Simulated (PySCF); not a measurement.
NGeClH4, in a box:

```
N Ge Cl H
1.0
    13.00000    0.00000    0.00000
     0.00000   12.00000    0.00000
     0.00000    0.00000   13.00000
N Ge Cl H
1 1 1 4
Direct
  0.43311 0.59428 0.44627
  0.53871 0.55160 0.52903
  0.52445 0.38010 0.58144
  0.36327 0.59522 0.48036
  0.42803 0.55255 0.37897
  0.53713 0.62340 0.62627
  0.63873 0.55643 0.46720
```

Program: PySCF 2.14.0. Alike in all runs: task atomic charges; potentials or basis def2-svp (all-electron); no spin polarisation; cell as given; k mesh 1 × 1 × 1; smearing fixed.

Problem. Order these runs on this cell by their band gap on the k mesh, lowest first.
A. level B3LYP+D3(OP); exxdiv ewald; three-body dispersion term no
B. level PBE50; exxdiv ewald
C. level SVWN5
D. level X3LYP+D3; exxdiv ewald; three-body dispersion term no

Solution. C (5.86 eV), A (7.88 eV), D (8.05 eV), B (10.99 eV).

Caveats: this is a molecule in a periodic box at the Γ point, so its band gap is the HOMO-LUMO gap; relativity is left out, which matters for the heavier elements; the basis of atomic orbitals isn't converged, which shifts pressures, moduli and gaps.

Runs at the PBE level aren't shown here.
